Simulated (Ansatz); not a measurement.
The system is GdO.

```
Gd O
1.0
     0.00000    2.70000    2.70000
     2.70000    0.00000    2.70000
     2.70000    2.70000    0.00000
Gd O
1 1
Direct
  0.00000 0.00000 0.00000
  0.75000 0.75000 0.75000
```

Base run:

```yaml
Program: Ansatz 0.2.0
Functional: PBE
Potentials_or_basis: Ansatz PAW
Cutoff: "420 eV (not typed: the program's choice for these potentials)"
k_mesh: 9 × 9 × 9
Occupations: fermi-dirac, width 0.05 eV
Spin: collinear spin, ferromagnetic start
Starting_moments: "[7.0, 0.0] μB"
```

Its results: band gap on the k mesh none (metal or under the smearing width); pressure -0.6 GPa; net moment 7.54 μB per cell; site moments Gd +6.83; O -0.01 μB.

Q: After a change of settings the same cell gave: band gap on the k mesh none (metal or under the smearing width); pressure 0.1 GPa; net moment 6.02 μB per cell; site moments Gd +6.70; O -0.11 μB. Which change was it?
A. moments at the start from [7.0, 0.0] to [8.5, 0.0]
B. spin from collinear spin, ferromagnetic start to collinear spin, random start; moments at the start from [7.0, 0.0] to [-5.69, 0.0]
C. functional from PBE to B3LYP; k mesh from 9 × 9 × 9 to 5 × 5 × 5

A: C.

Caveats: some runs use coarse meshes; spin-orbit coupling is left out, which moves the levels of the heavy elements; a cell with one magnetic atom can't hold antiferromagnetic order, which such compounds often take; without U or exact exchange the open f shell lies at the Fermi level, which spoils levels, moments and volumes (some runs); the magnetic or orbital state may not be the lowest (some runs); the PAW data sets come from PBE, with cores solved anew for the run's functional, which leaves a small shift of forces and pressure (some runs); the thresholds are loose for stress (some runs).
